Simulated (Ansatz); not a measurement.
**C₆HF₄−: energies up the ladder**

Aim: energies up the ladder, for C₆HF₄−, with the cost of each level. Charge -1.

Computed with Ansatz 0.2.0 (the levels named in each step, unless a step's input says otherwise).

## Step 1: The system as given

Bond lengths: F1–C2 1.331 Å, C2–C3 1.365 Å, C3–C4 1.358 Å, C4–C5 1.393 Å, C5–F6 1.335 Å, C5–C7 1.393 Å, C7–F8 1.336 Å, C2–C9 1.403 Å, C7–C9 1.392 Å, C9–F10 1.334 Å, C4–H11 1.078 Å. Angles (14 of 16 angles, heavy atoms first): F1–C2–C3 123.5°, F1–C2–C9 119.4°, C3–C2–C9 117.1°, C2–C3–C4 125.4°, C3–C4–C5 117.3°, C4–C5–F6 119.7°, C4–C5–C7 120.3°, F6–C5–C7 120.0°, C5–C7–F8 120.3°, C5–C7–C9 120.1°, F8–C7–C9 119.6°, C2–C9–C7 119.9°, C2–C9–F10 119.9°, C7–C9–F10 120.2°.

Structure file:

```xyz
11

F     2.5489   -1.1595    0.0722
C     1.2474   -0.8869    0.0201
C     0.2795   -1.8454   -0.0720
C    -1.0573   -1.6107   -0.1276
C    -1.4742   -0.2819   -0.0844
F    -2.7768    0.0051   -0.1356
C    -0.5387    0.7454    0.0086
F    -0.9391    2.0191    0.0508
C     0.8208    0.4489    0.0604
F     1.7186    1.4314    0.1465
H    -1.7886   -2.3994   -0.2015
```

## Step 2: A rough first relaxation, PBE-D4/def2-SVPD

input.yaml

```yaml
crystal:
  periodic: [false, false, false]
  atoms:
    - { symbol: F, position_ang: [2.54889, -1.15948, 0.07223] }
    - { symbol: C, position_ang: [1.24742, -0.88694, 0.02011] }
    - { symbol: C, position_ang: [0.27946, -1.84542, -0.07202] }
    - { symbol: C, position_ang: [-1.05725, -1.61072, -0.12757] }
    - { symbol: C, position_ang: [-1.47415, -0.28186, -0.08441] }
    - { symbol: F, position_ang: [-2.77678, 0.00508, -0.13562] }
    - { symbol: C, position_ang: [-0.53871, 0.74545, 0.00858] }
    - { symbol: F, position_ang: [-0.93907, 2.01912, 0.0508] }
    - { symbol: C, position_ang: [0.82082, 0.44886, 0.06043] }
    - { symbol: F, position_ang: [1.71856, 1.43141, 0.14648] }
    - { symbol: H, position_ang: [-1.78862, -2.39941, -0.20149] }
total_charge: -1
basis:
  gaussian: { orbitals: def2-SVPD }
hamiltonian:
  xc: pbe
  dispersion: d4
relax:
  f_tol: 0.03
  max_steps: 200
```

On the command line:

```console
> ansatz run input.yaml --threads 8 --pin off --max-ram 22528MiB --backend cpu --events-out ev --progress --plain --runs-dir out
```

Further steps of the session: Relaxation, PBE0-D4/def2-TZVPD; Relaxation, PBE0-D4/def2-SVPD; Frequencies, PBE0-D4/def2-SVPD; Single point, PBE-D4/def2-TZVPPD; Single point, r2SCAN-D4/def2-TZVPPD; Single point, B3LYP-D4/def2-TZVPPD; Single point, wB97M-V/def2-TZVPPD; Single point, B2PLYP/def2-TZVPPD; Single point, PBE0-D4/def2-TZVPPD; Single point, LDA/def2-TZVPPD; Single point, PBE0-D4/def2-SVPD; Single point, PBE-D4/def2-SVPD.

Q: Predict the outcome of this session. Wanted: F1–C2 at PBE0-D4/def2-SVPD; C2–C3 at PBE0-D4/def2-SVPD; C2–C9 at PBE0-D4/def2-SVPD; frequencies at PBE0-D4/def2-SVPD; energy at PBE-D4/def2-SVPD.

The runs gave:

```
                        quantity             value
      F1–C2 at PBE0-D4/def2-SVPD           1.380 Å
      C2–C3 at PBE0-D4/def2-SVPD           1.375 Å
      C2–C9 at PBE0-D4/def2-SVPD           1.391 Å
frequencies at PBE0-D4/def2-SVPD  127 to 3090 cm⁻¹
      energy at PBE-D4/def2-SVPD     -17075.585 eV
```

In words: The F1–C2 distance agrees within 0.002 Å over the levels. No mode is imaginary, so the geometry is a minimum. These totals serve in differences with atoms or fragments at the same level; alone they don't rank the methods.
